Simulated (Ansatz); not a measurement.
# ClF5W: the cost of one run

Program: Ansatz 0.2.0. Level of theory: RKS PBE-D4/def2-SVP. These are calculated values, not measurements.

### Step 1. Starting point

Bond lengths: W1–Cl2 2.390 Å, W1–F3 1.850 Å, W1–F4 1.850 Å, W1–F5 1.850 Å, W1–F6 1.850 Å, W1–F7 1.850 Å. Angles (14 of 15 angles, heavy atoms first): Cl2–W1–F3 90.0°, Cl2–W1–F4 90.0°, Cl2–W1–F5 90.0°, Cl2–W1–F6 90.0°, Cl2–W1–F7 180.0°, F3–W1–F4 90.0°, F3–W1–F5 180.0°, F3–W1–F6 90.0°, F3–W1–F7 90.0°, F4–W1–F5 90.0°, F4–W1–F6 180.0°, F4–W1–F7 90.0°, F5–W1–F6 90.0°, F5–W1–F7 90.0°.

As a file:

```xyz
7

W     0.0000    0.0000    0.0000
Cl    0.0000    0.0000    2.3900
F     1.8500    0.0000    0.0000
F     0.0000    1.8500    0.0000
F    -1.8500    0.0000    0.0000
F     0.0000   -1.8500    0.0000
F     0.0000    0.0000   -1.8500
```

### Step 2. Relaxing the start

Input file input.yaml:

```yaml
crystal:
  periodic: [false, false, false]
  atoms:
    - { symbol: W, position_ang: [0.0, 0.0, 0.0] }
    - { symbol: Cl, position_ang: [0.0, 0.0, 2.39] }
    - { symbol: F, position_ang: [1.85, 0.0, 0.0] }
    - { symbol: F, position_ang: [0.0, 1.85, 0.0] }
    - { symbol: F, position_ang: [-1.85, 0.0, 0.0] }
    - { symbol: F, position_ang: [0.0, -1.85, 0.0] }
    - { symbol: F, position_ang: [0.0, 0.0, -1.85] }
basis:
  gaussian: { orbitals: def2-SVP }
hamiltonian:
  xc: pbe
  dispersion: d4
relax:
  f_tol: 0.02
  max_steps: 40
```

Run with:

```bash
$ ansatz run input.yaml --threads 2 --pin off --max-ram 3072MiB --backend cpu --events-out ev --progress --plain --runs-dir out
```

Q: Estimate wall time and peak memory on 2 threads of Arm Neoverse V1, shared host.

About 16 s, with a peak of 0.17 GiB.
